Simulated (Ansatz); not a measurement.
GaGe:

```
Ge Ga
1.0
     0.00000    2.89784    2.89784
     2.89784    0.00000    2.89784
     2.89784    2.89784    0.00000
Ge Ga
1 1
Direct
  0.00000 0.00000 0.00000
  0.25000 0.25000 0.25000
```

The cell comes from a database or a generator and needn't be the stable form of this composition.

Base run:

| Quantity | Value |
| --- | --- |
| Program | Ansatz 0.2.0 |
| Functional | PBEsol |
| Potentials or basis | all-electron LAPW, non-relativistic |
| Cutoff | 300 eV (chosen from the basis error) |
| Basis error allowed | 0.001 eV/atom |
| k mesh | 8 × 8 × 8 |
| Occupations | fermi-dirac, width 0.05 eV |
| Spin | no spin polarisation |

Its results: pressure -1.9 GPa.

Problem. The run is repeated on the same cell with these changes: potentials or basis from all-electron LAPW, non-relativistic to all-electron LAPW, inner shells corrected to Dirac's equation. What comes out?

Solution. Pressure -2.4 GPa.

Caveats: relativity is left out, which matters for the heavier elements (some runs).
